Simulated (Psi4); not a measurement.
# HF/3-21G run of SiHBrO (SMILES O[Si]Br)

What is the vertical singlet–triplet gap of SiHBrO at HF/3-21G? 

Program for the calculation: Psi4 1.11.

1 further run of the same task is left out (set aside as unsound or not needed).

## Step 1: The structure to begin with

SiHBrO: 4 atoms, total charge 0, spin state singlet. As SMILES, `O[Si]Br`. The shape is that of a PBE0-D4/def2-TZVP optimisation.

Bond lengths: O1–Si2 1.636 Å, Si2–Br3 2.289 Å, O1–H4 0.963 Å. Angles: O1–Si2–Br3 101.2°, Si2–O1–H4 120.7°.

## Step 2: Energy and forces at HF/3-21G

run.py

```python
import psi4

psi4.set_memory('1600 MB')
psi4.set_num_threads(1)
psi4.set_output_file('run.log', False)

molecule = psi4.geometry("""
0 1
O     -1.67278557     0.87891162    -0.85888052
Si    -1.11588328    -1.51102501     1.02007416
Br     3.19855044    -1.37042939     1.30693459
H     -0.30500180     1.88859229    -1.50648967
units bohr
symmetry c1
no_reorient
no_com
""")

psi4.set_options({
    'basis': '3-21G',
    'reference': 'rhf',
    'puream': True,
    'e_convergence': 1e-09,
    'd_convergence': 1e-08,
    'scf_type': 'pk',
})

e_tot = psi4.gradient("scf")
print('gradient / Eh bohr^-1')
print(e_tot.np.round(6))
```

Command:

```bash
$ python run.py
```

run.log:

```text
[...]
  Running in c1 symmetry.
[...]
  Nuclear repulsion =  211.840014063699073
[...]
  Multiplicity = 1
[...]
  Nalpha       = 29
  Nbeta        = 29
[...]
    Number of basis functions: 46
[...]
   @RHF iter   1: -2922.41514509204035   -2.06818e+00   1.10401e-02 ADIIS/DIIS
[...]
   @RHF iter  11: -2922.53377492204663    3.63798e-12   3.10765e-09 DIIS
[...]
    Orbital Energies [Eh]
    ---------------------
    Doubly Occupied:
       1A   -486.757436     2A    -68.384567     3A    -64.766617
       4A    -57.954276     5A    -57.953267     6A    -57.953144
       7A    -20.490561     8A     -9.763454     9A     -7.342771
      10A     -7.336570    11A     -7.335729    12A     -6.185965
      13A     -4.277090    14A     -4.276078    15A     -4.275127
      16A     -3.070602    17A     -3.068632    18A     -3.067598
      19A     -3.061694    20A     -3.061657    21A     -1.380637
      22A     -1.006637    23A     -0.766020    24A     -0.615826
      25A     -0.550035    26A     -0.514642    27A     -0.419517
      28A     -0.418712    29A     -0.360807
[...]
  @RHF Final Energy: -2922.53377492204663
   => Energetics <=
    Nuclear Repulsion Energy =            211.8400140636990727
    One-Electron Energy =               -4495.9162457383699802
    Two-Electron Energy =                1361.5424567526245028
    Total Energy =                      -2922.5337749220470869
[...]
 Multipole Moments:
 ------------------------------------------------------------------------------------
     Multipole            Electronic (a.u.)      Nuclear  (a.u.)        Total (a.u.)
 ------------------------------------------------------------------------------------
 L = 1.  Multiply by 2.5417464519 to convert [e a0] to [Debye]
 Dipole X            :        -83.0045914           82.6396131           -0.3649783
 Dipole Y            :         60.5417065          -60.1994935            0.3422129
 Dipole Z            :        -51.9415153           51.6462151           -0.2953003
 Magnitude           :                                                    0.5809657
[...]
  -Total Gradient:
     Atom            X                  Y                   Z
    ------   -----------------  -----------------  -----------------
       1       -0.010061377851    -0.009709453306     0.006513660683
       2        0.039720907324     0.023403276007    -0.014274241239
       3       -0.033863107358    -0.002517346222    -0.001168859165
       4        0.004203577924    -0.011176476621     0.008929439651
[...]
```

The script printed:

```text
gradient / Eh bohr^-1
[[-0.010061 -0.009709  0.006514]
 [ 0.039721  0.023403 -0.014274]
 [-0.033863 -0.002517 -0.001169]
 [ 0.004204 -0.011176  0.008929]]
```

Wall time 1.4 s (1 thread of Intel Xeon 6975P-C (Granite Rapids), shared host); peak memory 0.2 GiB.

## Step 3: The triplet at the same level

calc.in

```
memory 1600 MB

molecule {
  0 3
  O     -1.67278557     0.87891162    -0.85888052
  Si    -1.11588328    -1.51102501     1.02007416
  Br     3.19855044    -1.37042939     1.30693459
  H     -0.30500180     1.88859229    -1.50648967
  units bohr
  symmetry c1
  no_reorient
  no_com
}

set {
  basis         3-21G
  reference     uhf
  puream        true
  e_convergence 1e-09
  d_convergence 1e-08
  scf_type      pk
  maxiter       200
}

gradient('scf')
print_variables()
```

Command:

```bash
$ psi4 -n 1 calc.in calc.out
```

calc.out:

```text
[...]
  Running in c1 symmetry.
[...]
  Nuclear repulsion =  211.840014063699073
[...]
  Multiplicity = 3
[...]
  Nalpha       = 30
  Nbeta        = 28
[...]
    Number of basis functions: 46
[...]
   @UHF iter   1: -2922.31992244812773   -1.97296e+00   1.12754e-02 ADIIS/DIIS
[...]
   @UHF iter  14: -2922.44929136577184   -2.72848e-12   6.09800e-09 DIIS
[...]
   @S^2 Observed:                2.005178298E+00
[...]
    Orbital Energies [Eh]
    ---------------------
    Alpha Occupied:
       1A   -486.772616     2A    -68.381761     3A    -64.780858
       4A    -57.969867     5A    -57.967478     6A    -57.967286
       7A    -20.451187     8A     -9.777250     9A     -7.359635
      10A     -7.348826    11A     -7.348592    12A     -6.189776
      13A     -4.289698    14A     -4.285381    15A     -4.279202
      16A     -3.086317    17A     -3.083042    18A     -3.082387
      19A     -3.072627    20A     -3.072620    21A     -1.351685
      22A     -1.020001    23A     -0.761012    24A     -0.617896
      25A     -0.562010    26A     -0.528237    27A     -0.440800
      28A     -0.433745    29A     -0.418979    30A     -0.277607
    Alpha Virtual:
[...]
  @UHF Final Energy: -2922.44929136577184
   => Energetics <=
    Nuclear Repulsion Energy =            211.8400140636990727
    One-Electron Energy =               -4495.7567560920106189
    Two-Electron Energy =                1361.4674506625403865
    Total Energy =                      -2922.4492913657713871
  UHF NO Occupations:
  HONO-2 :   28  A 1.9985335
  HONO-1 :   29  A 1.0000000
[...]
 Multipole Moments:
 ------------------------------------------------------------------------------------
     Multipole            Electronic (a.u.)      Nuclear  (a.u.)        Total (a.u.)
 ------------------------------------------------------------------------------------
 L = 1.  Multiply by 2.5417464519 to convert [e a0] to [Debye]
 Dipole X            :        -83.0803948           82.6396131           -0.4407817
 Dipole Y            :         60.0004818          -60.1994935           -0.1990117
 Dipole Z            :        -51.5344135           51.6462151            0.1118015
 Magnitude           :                                                    0.4963807
[...]
  -Total Gradient:
     Atom            X                  Y                   Z
    ------   -----------------  -----------------  -----------------
       1        0.017349393534    -0.026012736776     0.021480398815
       2        0.002245354958     0.020208191911    -0.015250429617
       3       -0.023890402486     0.009566100320    -0.009502058712
       4        0.004295654035    -0.003761555596     0.003272089444
[...]
```

It took 1.5 s on 1 thread of Intel Xeon 6975P-C (Granite Rapids), shared host; peak memory 0.2 GiB.

## Step 4: Results

At HF/3-21G:

| quantity | value |
| --- | --- |
| singlet: total energy | -2922.53377 Eh |
| singlet: dipole moment | 1.48 D |
| singlet: HOMO energy | -9.82 eV |
| singlet: LUMO energy | 0.86 eV |
| singlet: HOMO–LUMO gap | 10.68 eV |
| singlet: largest force on an atom | 2.482 eV/Å |
| triplet: total energy | -2922.44929 Eh |
| triplet: dipole moment | 1.26 D |
| triplet: HOMO energy (highest over α and β) | -7.55 eV |
| triplet: LUMO energy (lowest over α and β) | -1.22 eV |
| triplet: ⟨S²⟩ | 2.005 |
| triplet: largest force on an atom | 1.951 eV/Å |
| vertical energy of the triplet above the singlet | 2.299 eV |

What this shows: At this shape the triplet lies 2.30 eV (222 kJ/mol) above the singlet. The largest force (singlet) is 2.48 eV/Å: the shape isn't a stationary point for this species at this level.
